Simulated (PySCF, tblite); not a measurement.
**C5H9NOSi: geometry, infrared bands and NMR shifts**

Aim: predict the infrared bands and NMR shifts of C5H9NOSi (`C[Si@H]1C=C(C(N)=O)C1`).

The runs use tblite 0.8.0 and PySCF 2.14.0, with density-fitted response routines of our own; the level of theory stands in each step. All values are computed, except where a source is named. Atoms count from 0, in the outputs and in this text.

## 1. Starting geometry

17 atoms, charge 0, multiplicity 1; geometry from: force field or distance geometry start.

Bonds of the start (Å): C0–Si1 1.84, Si1–C2 1.83, C2–C3 1.33, C3–C4 1.45, C4–N5 1.42, C4–O6 1.26, C3–C7 1.48, C7–Si1 1.82, C0–H8 1.11, C0–H9 1.12, C0–H10 1.11, Si1–H11 1.47, C2–H12 1.07, N5–H13 1.03, N5–H14 1.06, C7–H15 1.12, C7–H16 1.12.

## 2. Geometry optimisation with GFN2-xTB

Job settings and geometry (Å):

```
{"job": {"kind": "relax", "xc": "GFN2-xTB", "basis": "xTB"}, "charge": 0, "multiplicity": 1}
C     -2.765400     0.002700    -0.388500
Si    -1.372100    -1.000100     0.280700
C      0.184400    -0.975400    -0.685000
C      0.887700    -0.174800     0.108700
C      2.251000     0.320600     0.032100
N      2.742500     1.164100     1.059300
O      3.017200     0.056800    -0.927100
C     -0.151100     0.024200     1.149200
H     -2.587100     1.059700    -0.107300
H     -3.715400    -0.379500     0.071900
H     -2.807200    -0.045600    -1.492900
H     -1.755200    -2.283200     0.887800
H      0.433900    -1.439400    -1.616800
H      3.420700     0.872900     1.778700
H      2.390100     2.158700     1.079300
H     -0.399100     1.101200     1.310000
H      0.218100    -0.450900     2.099500
```

On the command line:

```
OMP_NUM_THREADS=1 python probes_run.py task.json out
```

This one command runs all jobs of the session in turn.

**Question.** This job is followed by: GFN2-xTB harmonic vibrations, gas phase; GIAO PBE0/pcSseg-1 NMR shielding, non-relativistic, gas phase. What will the session give for the following? strongest single infrared mode (GFN2-xTB); zero-point energy (GFN2-xTB); ¹³C shifts against TMS (PBE0/pcSseg-1); ¹H shifts against TMS (PBE0/pcSseg-1, means over atoms taken as alike); ²⁹Si shifts against TMS (PBE0/pcSseg-1); ¹⁵N shifts against NH3 (PBE0/pcSseg-1); ¹⁷O shifts against H2O (PBE0/pcSseg-1).

**Answer**, as computed:

| quantity | value |
| --- | --- |
| strongest single infrared mode (GFN2-xTB) | 1723 cm⁻¹, 413 km/mol |
| zero-point energy (GFN2-xTB) | 80.5 kcal/mol |
| ¹³C shifts against TMS (PBE0/pcSseg-1) | 164.0, 158.8, 156.3, 20.6, -2.6 ppm |
| ¹H shifts against TMS (PBE0/pcSseg-1, means over atoms taken as alike) | 7.23, 5.48, 5.09, 4.62, 1.81, 1.66, 0.46 ppm |
| ²⁹Si shifts against TMS (PBE0/pcSseg-1) | -27.7 ppm |
| ¹⁵N shifts against NH3 (PBE0/pcSseg-1) | 113.4 ppm |
| ¹⁷O shifts against H2O (PBE0/pcSseg-1) | 407.3 ppm |

In words: Over 125 steps the energy fell by 1.655 eV; of the close pairs, Si1–C7 changed most, 1.815 to 1.935 Å. No mode is imaginary among the 45: a minimum at this level. The strongest single mode, at 1723 cm⁻¹, moves mainly C4 and O6. Unscaled tight-binding wavenumbers are off by several per cent, some by more. Its intensities can rank the bands wrongly. C4 (amide carbonyl carbon) lies farthest downfield among carbon, at 164.0 ppm; it is a carbonyl in resonance with an O or N lone pair, the region of acids, esters and amides. H12 (hydrogen on a β carbon of a C=C–C=O unit) lies farthest downfield among hydrogen, at 7.23 ppm; attached to an sp2 carbon and in the plane of the double bond. At PBE0/pcSseg-1: Shielding is most anisotropic at O6 (span 711 ppm, paramagnetic term -472 ppm).
